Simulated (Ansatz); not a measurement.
**HSe2O− (SMILES [Se-]O[SeH]): single points off equilibrium**

An exercise on one series of results from a longer session: the logs are not shown, and one member is left open.

The runs use Ansatz 0.2.0, Gaussian basis; single points in def2-TZVPPD.

Cores are frozen in the correlated methods. Filled d shells of the heavier atoms are correlated.

**The system as given**

SMILES `[Se-]O[SeH]`, 4 atoms, charge -1, spin multiplicity 1.

Atoms are counted from 1 here; the program's logs count them from 0.

Bond lengths: Se1–O2 2.025 Å, O2–Se3 1.828 Å, Se3–H4 1.468 Å. Angles: Se1–O2–Se3 123.6°, O2–Se3–H4 98.7°.

Geometry (Å):

```xyz
4
charge -1, multiplicity 1
Se   -2.08410   -0.08200    0.71160
O    -0.08320    0.17400    0.88980
Se    1.13400   -0.53790   -0.27280
H     1.04770    0.47430   -1.33300
```

Set-up of the first run:

run/in.yaml reads:

```yaml
crystal:
  periodic: [false, false, false]
  atoms:
    - {symbol: Se, position_ang: [-2.084100, -0.082000, 0.711600]}
    - {symbol: O, position_ang: [-0.083200, 0.174000, 0.889800]}
    - {symbol: Se, position_ang: [1.134000, -0.537900, -0.272800]}
    - {symbol: H, position_ang: [1.047700, 0.474300, -1.333000]}
basis:
  gaussian: {orbitals: "def2-TZVPPD.json"}
total_charge: -1
correlation: {method: ccsd_t}
output: {forces: true}
```

The basis file named in the input lies beside it (Basis Set Exchange, JSON).

No record of the launch command was kept for these runs.

Among the steps run: CCSD(T)/def2-TZVPPD; PBE0-D4/def2-TZVPPD; wB97M-V/def2-TZVPPD; r2SCAN-D4/def2-TZVPPD; PBE-D4/def2-TZVPPD; r2SCAN0-D4/def2-TZVPPD; SPW92/def2-TZVPPD.

One table of the session follows, with a row left open; its other results are not shown here.

```
    method  RMS force component (eV/Å)  angle to CCSD(T) forces (°)
   CCSD(T)                       0.541                    reference
   PBE0-D4                       0.674                          6.7
   wB97M-V                       0.675                          8.9
 r2SCAN-D4                           ?                            ?
    PBE-D4                       0.499                         34.3
r2SCAN0-D4                       0.743                          9.7
     SPW92                       0.689                         18.0
```

Estimate the missing values for r2SCAN-D4.

The run gave: RMS force component (eV/Å): 0.546; angle to CCSD(T) forces (°): 11.9. In the column «RMS force component (eV/Å)» it lies between CCSD(T) (0.541) and PBE0-D4 (0.674).
